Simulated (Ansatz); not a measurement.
# GaH5O: the cost of one run

All numbers below are computed with Ansatz 0.2.0 (RKS PBE-D4/def2-SVP).

## Step 1: The starting structure

Bond lengths: Ga1–H3 1.570 Å, Ga1–H4 1.570 Å, Ga1–O5 2.090 Å, O5–H6 1.010 Å. Angles: H3–Ga1–H4 120.0°, H3–Ga1–O5 97.0°, H4–Ga1–O5 101.2°, Ga1–O5–H6 109.5°.

Structure file:

```xyz
7

Ga    0.0000    0.0000    0.0000
H     0.0000    0.0000    1.9200
H     1.3596    0.0000   -0.7850
H    -1.3596    0.0000   -0.7850
O     0.0874   -1.9815    0.6590
H    -0.4591   -2.5661    0.0429
H     0.0441   -1.0002    1.8157
```

## Step 2: Pulling towards end A

Springs on the bonds that form and break draw the guess towards this end; the thresholds are loose.

input.yaml

```yaml
crystal:
  periodic: [false, false, false]
  atoms:
    - { symbol: Ga, position_ang: [0.0, 0.0, 0.0] }
    - { symbol: H, position_ang: [0.0, 0.0, 1.92] }
    - { symbol: H, position_ang: [1.3596, 0.0, -0.785] }
    - { symbol: H, position_ang: [-1.3596, 0.0, -0.785] }
    - { symbol: O, position_ang: [0.0874, -1.9815, 0.659] }
    - { symbol: H, position_ang: [-0.4591, -2.5661, 0.0429] }
    - { symbol: H, position_ang: [0.0441, -1.0002, 1.8157] }
basis:
  gaussian: { orbitals: def2-SVP }
hamiltonian:
  xc: pbe
  dispersion: d4
relax:
  f_tol: 0.15
  max_steps: 25
  restrain:
    - { distance: [0, 4], at: 2.99, k: 30.0 }
    - { distance: [6, 1], at: 1.86, k: 30.0 }
    - { distance: [0, 1], at: 1.57, k: 30.0 }
    - { distance: [6, 4], at: 1.01, k: 30.0 }
output:
  orbitals: {}
```

Command:

```sh
> ansatz run input.yaml --threads 1 --pin off --max-ram 2048MiB --backend cpu --events-out ev --progress --plain --runs-dir out
```

**Question.** How long does this run take on 1 thread of Arm Neoverse V2, shared host, and how much memory does it need?

About 17 s, with a peak of 0.12 GiB.
